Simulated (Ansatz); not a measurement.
# UCAM-B3LYP/def2-SVP run of C2H3Cl2Si (SMILES [H]/[C]=C/[SiH](Cl)Cl)

Aim: the electronic atomisation energy of C2H3Cl2Si at UCAM-B3LYP/def2-SVP, from 5 runs. 

The results are computed with Ansatz 0.2.0.

61 further runs of the same task are left out: 61 set aside as unsound or not needed.

**1. The structure to begin with**

C2H3Cl2Si: 8 atoms, total charge 0, spin state doublet. As SMILES, `[H]/[C]=C/[SiH](Cl)Cl`. The coordinates come from a PBE0-D4/def2-TZVP relaxation. This is one conformer, not always the lowest.

Bond lengths: C1–C2 1.302 Å, C2–Si3 1.849 Å, Si3–Cl4 2.046 Å, Si3–Cl5 2.046 Å, C1–H6 1.081 Å, C2–H7 1.096 Å, Si3–H8 1.473 Å. Angles: C1–C2–Si3 119.3°, C2–Si3–Cl4 109.6°, C2–Si3–Cl5 109.6°, Cl4–Si3–Cl5 108.1°, C1–C2–H7 121.6°, Si3–C2–H7 119.1°, C2–C1–H6 140.4°, C2–Si3–H8 111.7°, Cl4–Si3–H8 108.9°, Cl5–Si3–H8 108.9°.

**2. A single-point energy at UCAM-B3LYP/def2-SVP**

molecule.yaml reads:

```yaml
crystal:
  periodic: [false, false, false]
  atoms:
    - {symbol: C, position_ang: [-0.467200, 1.549800, 0.659300]}
    - {symbol: C, position_ang: [-0.193600, 0.279100, 0.737900]}
    - {symbol: Si, position_ang: [0.301600, -0.635800, -0.791100]}
    - {symbol: Cl, position_ang: [-1.013100, -2.166600, -1.130900]}
    - {symbol: Cl, position_ang: [2.164100, -1.443500, -0.534600]}
    - {symbol: H, position_ang: [-0.772500, 2.376400, 1.285600]}
    - {symbol: H, position_ang: [-0.249600, -0.262100, 1.689000]}
    - {symbol: H, position_ang: [0.322500, 0.245600, -1.971100]}
basis:
  gaussian: {orbitals: def2-SVP}
accuracy: high
output: {orbitals: {seedname: orbitals}}
magnetization: {spin_polarized: true, initial_magnetization: 1}
hamiltonian: {xc: {name: CAM-B3LYP}}
```

Run with:

```
$ ansatz run molecule.yaml --threads 1 --pin off --max-ram 3480MiB --events-out events.jsonl --progress --plain --runs-dir runs
```

Standard output:

```text
Warning: RAYON_NUM_THREADS=1 ignored (pool sized by the plan → 1); use --threads N
Functional definition: CAM-B3LYP
  name "CAM-B3LYP"
  parameter alpha = 0.19
  parameter beta = 0.46
  parameter omega = 0.33/bohr
  parameter ac = 0.81
  exchange = (1 - alpha - beta)*b88_x + beta*b88_x_sr(omega) + alpha*exact_x + beta*exact_x_lr(omega)
  correlation = (1 - ac)*vwn5_c + ac*lyp_c
2058 factors; integrals over basis functions are off by at most 5.3e-9 eV
445 factors; integrals over basis functions are off by at most 2.3e-9 eV
mean field evaluation 1: about -35030.3143 eV, gradient 2.3e1 eV
mean field evaluation 2: about -35031.4015 eV, gradient 1.8e1 eV
mean field evaluation 4: about -35033.1850 eV, gradient 7.8e-1 eV
mean field evaluation 8: about -35033.3481 eV, gradient 1.0e-1 eV
mean field evaluation 16: about -35033.3488 eV, gradient 5.7e-4 eV
mean field -35033.34884756 eV, -1287.4518236913 hartree, gradient 4.0e-8 eV, S^2 0.761487; 0 other end points of the search recorded, 0 dependent functions left out
reference -35033.34886658 eV, -1287.4518243902 hartree; 32, 31 occupied and 65, 66 virtual orbitals, 2058 factors
Total energy: -35033.34886658 eV, -1287.4518243902 hartree
```

Wall time 20 s (1 thread of Arm Neoverse V1, shared host); peak memory 0.62 GiB.

**3. The C atom at the same level**

molecule.yaml reads:

```yaml
crystal:
  periodic: [false, false, false]
  atoms:
    - {symbol: C, position_ang: [0.000000, 0.000000, 0.000000]}
basis:
  gaussian:
    orbitals: def2-SVP
accuracy: high
hamiltonian:
  xc: {name: CAM-B3LYP}
magnetization:
  spin_polarized: true
  initial_magnetization: 2
```

Run with:

```
$ ansatz run molecule.yaml --threads 1 --pin off --max-ram 3480MiB --events-out events.jsonl --progress --plain --runs-dir runs
```

Standard output, shortened:

```text
Warning: RAYON_NUM_THREADS=1 ignored (pool sized by the plan → 1); use --threads N
[... 8 set-up lines as earlier in the session ...]
95 factors; integrals over basis functions are off by at most 1.9e-9 eV
60 factors; integrals over basis functions are off by at most 1.2e-9 eV
mean field evaluation 1: about -1028.2980 eV, gradient 3.1e0 eV
mean field evaluation 2: about -1028.3571 eV, gradient 6.0e-1 eV
mean field evaluation 4: about -1028.3601 eV, gradient 1.5e-1 eV
mean field evaluation 8: about -1028.3603 eV, gradient 7.6e-5 eV
mean field -1028.36029014 eV, -37.7915436152 hartree, gradient 2.6e-8 eV, S^2 2.002491; 0 other end points of the search recorded, 0 dependent functions left out
reference -1028.36029989 eV, -37.7915439735 hartree; 4, 2 occupied and 10, 12 virtual orbitals, 95 factors
Total energy: -1028.36029989 eV, -37.7915439735 hartree
```

Run time: 0.38 s. Hardware: 1 thread of Arm Neoverse V1, shared host.

**4. The Cl atom**

input.yaml reads:

```yaml
crystal:
  periodic: [false, false, false]
  atoms:
    - symbol: Cl
      position_ang: [0.000000, 0.000000, 0.000000]
basis:
  gaussian: {orbitals: def2-SVP}
accuracy: high
hamiltonian: {xc: {name: CAM-B3LYP}}
magnetization: {spin_polarized: true, initial_magnetization: 1}
```

Run with:

```
$ ansatz run input.yaml --threads 1 --pin off --max-ram 3480MiB --events-out events.jsonl --progress --plain --runs-dir runs
```

Standard output, shortened:

```text
Warning: RAYON_NUM_THREADS=1 ignored (pool sized by the plan → 1); use --threads N
[... 8 set-up lines as earlier in the session ...]
134 factors; integrals over basis functions are off by at most 2.6e-9 eV
55 factors; integrals over basis functions are off by at most 2.8e-9 eV
mean field evaluation 1: about -12517.3162 eV, gradient 2.8e0 eV
mean field evaluation 2: about -12517.3616 eV, gradient 6.1e-1 eV
mean field evaluation 4: about -12517.3628 eV, gradient 6.4e-1 eV
mean field evaluation 8: about -12517.3652 eV, gradient 1.7e-3 eV
mean field evaluation 16: about -12517.3652 eV, gradient 5.2e-8 eV
mean field -12517.36519224 eV, -460.0046862400 hartree, gradient 5.2e-8 eV, S^2 0.751801; 0 other end points of the search recorded, 0 dependent functions left out
reference -12517.36519980 eV, -460.0046865179 hartree; 9, 8 occupied and 9, 10 virtual orbitals, 134 factors
Total energy: -12517.36519980 eV, -460.0046865179 hartree
```

It took 0.89 s on 1 thread of Arm Neoverse V1, shared host.

**5. The H atom, same level**

run.yaml reads:

```yaml
crystal:
  periodic: [false, false, false]
  atoms:
    - symbol: H
      position_ang: [0.000000, 0.000000, 0.000000]
basis:
  gaussian:
    orbitals: def2-SVP
magnetization:
  spin_polarized: true
  initial_magnetization: 1
hamiltonian:
  xc: {name: CAM-B3LYP}
accuracy: high
```

Run with:

```
$ ansatz run run.yaml --threads 1 --pin off --max-ram 3480MiB --events-out events.jsonl --progress --plain --runs-dir runs
```

Standard output, shortened:

```text
Warning: RAYON_NUM_THREADS=1 ignored (pool sized by the plan → 1); use --threads N
[... 8 set-up lines as earlier in the session ...]
15 factors; integrals over basis functions are off by at most 8.9e-10 eV
15 factors; integrals over basis functions are off by at most 8.1e-10 eV
mean field evaluation 1: about -13.5409 eV, gradient 7.1e-1 eV
mean field evaluation 2: about -13.5417 eV, gradient 7.3e-1 eV
mean field evaluation 4: about -13.5484 eV, gradient 6.7e-5 eV
mean field evaluation 8: about -13.5484 eV, gradient 2.5e-10 eV
mean field -13.54840926 eV, -0.4978948570 hartree, gradient 1.9e-10 eV, S^2 0.750000; 0 other end points of the search recorded, 0 dependent functions left out
reference -13.54841854 eV, -0.4978951979 hartree; 1, 0 occupied and 4, 5 virtual orbitals, 15 factors
Total energy: -13.54841854 eV, -0.4978951979 hartree
```

It took 0.18 s on 1 thread of Arm Neoverse V1, shared host.

**6. The Si atom**

run.yaml reads:

```yaml
crystal:
  periodic: [false, false, false]
  atoms:
    - {symbol: Si, position_ang: [0.000000, 0.000000, 0.000000]}
basis:
  gaussian: {orbitals: def2-SVP}
total_charge: 0
magnetization: {spin_polarized: true, initial_magnetization: 2}
hamiltonian: {xc: {name: CAM-B3LYP}}
accuracy: high
```

Run the same way, it converges to -289.27834 Eh (log not shown).

**7. What came out**

At UCAM-B3LYP/def2-SVP:

| quantity | value |
| --- | --- |
| molecule: total energy | -1287.45182 Eh |
| molecule: HOMO energy (highest over α and β) | -8.41 eV |
| molecule: LUMO energy (lowest over α and β) | -1.10 eV |
| molecule: ⟨S²⟩ | 0.761 |
| C atom: total energy | -37.79154 Eh |
| C atom: ⟨S²⟩ | 2.002 |
| Cl atom: total energy | -460.00469 Eh |
| Cl atom: ⟨S²⟩ | 0.752 |
| H atom: total energy | -0.49790 Eh |
| H atom: ⟨S²⟩ | 0.750 |
| Si atom: total energy | -289.27834 Eh |
| Si atom: ⟨S²⟩ | 2.003 |
| electronic atomisation energy | 29.588 eV |

In words: Taking the molecule apart into free atoms costs 29.59 eV (2855 kJ/mol), before zero-point energy and without spin-orbit coupling.
